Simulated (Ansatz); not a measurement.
# F₂H₆N₂SSi₂: a ladder of functionals and wavefunction methods

Aim: compute F₂H₆N₂SSi₂ with functionals from several rungs and with coupled cluster. The yardstick is the atomisation energy at the CCSD(T) limit.

Program: Ansatz 0.2.0, Gaussian basis. Level of theory: functionals in def2-TZVPP, the program's frozen cores in correlated methods. These are calculated values, not measurements.

The runs, in order: LDA (SPW92), PBE-D4, revPBE-D4, BLYP-D4, r2SCAN-D4, B97M-V, PBE0-D4, B3LYP-D4, r2SCANh-D4, r2SCAN0-D4, HSE06-D4, BHLYP-D4, CAM-B3LYP-D4, LC-ωPBE, ωB97X-V, ωB97M-V, B2PLYP, PBE-QIDH; CCSD(T)/def2-SVP; CCSD(T)/def2-TZVPP; MP2/def2-QZVPP; extrapolation to the limit; RPA on PBE.

## 1. The geometry

An earlier PBE0-D4 in a triple-zeta def2 set relaxation fixed the geometry.

SMILES `N[Si@@H](F)S[Si@@H](N)F`, 13 atoms, charge 0, spin multiplicity 1.

Atoms are counted from 1 here; the program's logs count them from 0.

Bond lengths: N1–Si2 1.689 Å, N1–H8 1.006 Å, N1–H9 1.006 Å, Si2–F3 1.602 Å, Si2–S4 2.127 Å, Si2–H10 1.474 Å, S4–Si5 2.127 Å, Si5–N6 1.689 Å, Si5–F7 1.602 Å, Si5–H11 1.474 Å, N6–H12 1.006 Å, N6–H13 1.006 Å. Angles: Si2–N1–H8 121.7°, Si2–N1–H9 122.7°, H8–N1–H9 112.7°, N1–Si2–F3 114.5°, N1–Si2–S4 105.9°, N1–Si2–H10 108.8°, F3–Si2–S4 106.9°, F3–Si2–H10 106.0°, S4–Si2–H10 115.0°, Si2–S4–Si5 99.7°, S4–Si5–N6 105.9°, S4–Si5–F7 106.9°, S4–Si5–H11 115.0°, N6–Si5–F7 114.6°, N6–Si5–H11 108.8°, F7–Si5–H11 106.0°, Si5–N6–H12 122.7°, Si5–N6–H13 121.7° and more.

## 2. LDA

This LDA is Slater exchange with PW92 correlation.

in.yaml reads:

```yaml
crystal:
  periodic: [false, false, false]
  atoms:
    - {symbol: N, position_ang: [-0.852403, -2.952250, -0.175213]}
    - {symbol: Si, position_ang: [-0.909573, -1.340123, 0.326504]}
    - {symbol: F, position_ang: [-0.397076, -1.090645, 1.823587]}
    - {symbol: S, position_ang: [0.410972, -0.282005, -0.962370]}
    - {symbol: Si, position_ang: [0.703187, 1.481528, 0.190360]}
    - {symbol: N, position_ang: [1.293126, 2.643878, -0.884242]}
    - {symbol: F, position_ang: [-0.710110, 1.843306, 0.852216]}
    - {symbol: H, position_ang: [-1.605789, -3.591662, 0.013508]}
    - {symbol: H, position_ang: [0.008092, -3.421227, -0.402585]}
    - {symbol: H, position_ang: [-2.310664, -0.883486, 0.294941]}
    - {symbol: H, position_ang: [1.652795, 1.345385, 1.309463]}
    - {symbol: H, position_ang: [0.909397, 2.778220, -1.804469]}
    - {symbol: H, position_ang: [1.828446, 3.434282, -0.566800]}
basis:
  gaussian: {orbitals: def2-TZVPP}
hamiltonian: {xc: lda}
output: {orbitals: {seedname: orbitals}}
```

The runs that follow: PBE-D4 (GGA); revPBE-D4 (GGA); BLYP-D4 (GGA); r2SCAN-D4 (meta-GGA); B97M-V (meta-GGA); PBE0-D4 (hybrid); B3LYP-D4 (hybrid); r2SCANh-D4 (hybrid); r2SCAN0-D4 (hybrid); HSE06-D4 (hybrid); BHLYP-D4 (hybrid); CAM-B3LYP-D4 (range-separated); LC-ωPBE (range-separated); ωB97X-V (range-separated); ωB97M-V (range-separated); B2PLYP (double hybrid); PBE-QIDH (double hybrid); CCSD(T) in def2-SVP; CCSD(T) in def2-TZVPP; MP2 in def2-QZVPP; RPA on PBE orbitals.

**Question.** What will the summary of the whole plan be? Wanted: atomisation energy, CCSD(T)/CBS; farthest beyond LDA; mean size of error, GGA; mean size of error, meta-GGA; mean size of error, hybrid; mean size of error, range-separated; mean size of error, double hybrid; gap, smallest and largest; T1 diagnostic.

The runs gave:

| quantity | value |
| --- | --- |
| atomisation energy, CCSD(T)/CBS | 1157.3 kcal/mol |
| functionals within 5.8 kcal/mol (0.5 %) | B97M-V, CAM-B3LYP-D4, ωB97X-V, ωB97M-V |
| farthest beyond LDA | BHLYP-D4 (-41.2 kcal/mol) |
| mean size of error, GGA | 12.3 kcal/mol |
| mean size of error, meta-GGA | 3.8 kcal/mol |
| mean size of error, hybrid | 20.0 kcal/mol |
| mean size of error, range-separated | 5.2 kcal/mol |
| mean size of error, double hybrid | 20.3 kcal/mol |
| gap, smallest and largest | 6.01 eV (BLYP-D4), 13.10 eV (LC-ωPBE) |
| T1 diagnostic | 0.0114 |
| triples share of the correlation energy | 3.5 % |

What this shows: LDA overbinds by 159.1 kcal/mol (14 %). PBE-D4 misses by +8.7 kcal/mol. Double hybrids carry the basis error of their MP2 part in triple zeta, and no dispersion term here, so their miss is partly the set-up's. The rungs meta-GGA, range-separated miss on average by less than the doubt on the reference (5.8 kcal/mol), so they tie. Misses under about 5.8 kcal/mol are within the doubt on the reference itself, which lacks core-valence correlation, relativity and higher excitations. Hartree-Fock recovers 70 % of the binding; the rest is correlation. CCSD(T) in def2-SVP is off by -113.1 kcal/mol, so the small basis spoils what the method gains. Orbital gaps span 6.0 to 13.1 eV; exact exchange widens them.
